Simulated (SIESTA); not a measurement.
GaGe3: equation of state with LDA

The system is GaGe3.

```
Ge Ga
1.0
     4.27847    0.00000    0.00000
     0.00000    4.27847    0.00000
     0.00000    0.00000    4.27847
Ge Ga
3 1
Direct
  0.50000 0.50000 0.00000
  0.50000 0.00000 0.50000
  0.00000 0.50000 0.50000
  0.00000 0.00000 0.00000
```

The cell comes from a database or a generator and needn't be the stable form of this composition.

```yaml
Program: SIESTA 5.4.2
Task: equation of state
Functional: LDA
Potentials_or_basis: PseudoDojo 0.4 standard (LDA files)
Basis: DZP (energy shift 0.003 Ry; two zetas on semicore shells)
Grid_cutoff: 800 Ry
Energy_shift: 0.003 Ry
k_mesh: 6 × 6 × 6
Occupations: fermi-dirac, width 0.05 eV
Spin: no spin polarisation
```

```yaml
Equilibrium_volume: "18.25 Å³/atom (rough: see the caveat)"
Bulk_modulus: 74 GPa (rough)
```

Energy against volume, from the lowest point:
```
volume (Å³/atom)  energy (meV/atom)
          18.405               0.00
          18.796               3.26
          19.188               9.60
          19.580              18.64
          19.971              29.96
          20.363              43.20
          20.754              58.02
```

All runs of the series together: 19 min on 1 thread of Arm Neoverse V2, on a shared host.

Caveat: the minimum lies outside the volumes run; the basis of atomic orbitals isn't converged, which shifts pressures, moduli and gaps.
